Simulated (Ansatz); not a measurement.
**Ti3Si: a relaxation**

Aim: relax the cell and atoms of Ti3Si.

Method: DFT r2SCAN, scalar-relativistic, plane waves, PAW, in Ansatz 0.2.0.

2 further runs of the same task are left out: 2 set aside as unsound or not needed.

## (1) Starting point

Symmetry: Fm-3m, No. 225, cubic system. The conventional cell has a = 6.289 Å, b = 6.289 Å, c = 6.289 Å, α = 90.00°, β = 90.00°, γ = 90.00°. Ti (site symmetry -43m) has 4 Ti at 2.72 Å and 4 Si at 2.72 Å as nearest neighbours. Ti (site symmetry m-3m) has 8 Ti at 2.72 Å as nearest neighbours. Si (site symmetry m-3m) is surrounded by 8 Ti at 2.72 Å.

Structure file:

```cif
data_structure
_symmetry_space_group_name_H-M 'P 1'
_symmetry_Int_Tables_number 1
_cell_length_a 4.4468
_cell_length_b 4.4468
_cell_length_c 4.4468
_cell_angle_alpha 60.000
_cell_angle_beta 60.000
_cell_angle_gamma 60.000
_cell_volume 62.18
loop_
_atom_site_label
_atom_site_type_symbol
_atom_site_fract_x
_atom_site_fract_y
_atom_site_fract_z
_atom_site_occupancy
Ti1 Ti 0.75000 0.75000 0.75000 1
Ti2 Ti 0.25000 0.25000 0.25000 1
Ti3 Ti 0.00000 0.00000 0.00000 1
Si1 Si 0.50000 0.50000 0.50000 1
```

Source of the structure: the Materials Project (structure only).

(A quick probe on a coarse mesh, which set the mesh and smearing, is not shown.)

## (3) Relaxing cell and atoms

The input, input.yaml:

```yaml
crystal:
  lattice:
    - [0.0, 3.144356, 3.144356]
    - [3.144356, 0.0, 3.144356]
    - [3.144356, 3.144356, 0.0]
  atoms:
    - { symbol: Ti, position: [0.75, 0.75, 0.75], spin: 0.11 }
    - { symbol: Ti, position: [0.25, 0.25, 0.25], spin: 0.11 }
    - { symbol: Ti, position: [0.0, 0.0, 0.0], spin: 1.29 }
    - { symbol: Si, position: [0.5, 0.5, 0.5] }
basis:
  ecutwfc: 500
kpoints:
  mp_grid: { grid: [12, 12, 12] }
hamiltonian:
  xc: r2scan
scf:
  occupations: { method: gaussian, width: 0.1 }
output:
  forces: true
  stress: true
  eigenvalues: true
  populations: true
magnetization:
  spin_polarized: true
relax:
  adjacent_minimum: "off"
  f_tol: 0.005
  max_steps: 80
  cell: { stress_tol: 0.05 }
```

On the command line:

```
$ ansatz run input.yaml --threads 1 --pin off --max-ram 2560MiB --backend cpu --events-out ev --progress --plain --runs-dir out
```

**Question.** What will these runs give? Wanted: relaxed cell; volume; formation energy; total moment; gap on the mesh.

The runs gave:

```
                                                               quantity                                                                      value
                                            relaxed cell (conventional)  a = 6.277 Å, b = 6.277 Å, c = 6.277 Å, α = 90.00°, β = 90.00°, γ = 90.00°
                                                   space group (0.01 Å)                                                            Fm-3m (No. 225)
                                                                 volume                                                              15.46 Å³/atom
formation energy (elements from runs with the same settings, not shown)                                                              -0.37 eV/atom
                                                           total moment                                                               1.83 μB/cell
                                                        gap on the mesh                                                               none (metal)
```

**Reading.** The cell shrank by 0.6 % in volume on relaxing. Other magnetic orders or occupations could lie lower; they were not searched in full.
